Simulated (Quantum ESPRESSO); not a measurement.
**TiB2: zone-centre phonons under several settings**

```
Ti B
1.0
     3.02920    0.00000    0.00000
    -1.51460    2.62336    0.00000
     0.00000    0.00000    3.22840
Ti B
1 2
Direct
  0.00000 0.00000 0.00000
  0.66667 0.33333 0.50000
  0.33333 0.66667 0.50000
```

All runs used Quantum ESPRESSO 7.5; potentials GBRV 1.5 LDA; k mesh 8 × 8 × 7; no spin polarisation; cutoff 612 eV; occupations cold, width 0.2 eV.

```tsv
level	geometry	volume (Å³/atom)	pressure (GPa)	lowest optical mode without the field (cm⁻¹)	highest optical mode without the field (cm⁻¹)
LDA	relaxed at 0 GPa	?	0.0	?	?
LDA	relaxed at 2 GPa	8.13	2.0	541	929
LDA	relaxed at 5 GPa	8.05	5.0	548	941
LDA	relaxed at 10 GPa	7.92	10.0	561	960
```

Q: What stands in the row left open?

A: Volume 8.19 Å³/atom; lowest optical mode without the field 535 cm⁻¹; highest optical mode without the field 920 cm⁻¹.

Caveats: the mesh is thin for the phonons of a metal; the cell is more than 3 GPa from zero pressure, which shifts response properties (some runs).

For the row left open. Caveat: the mesh is thin for the phonons of a metal.
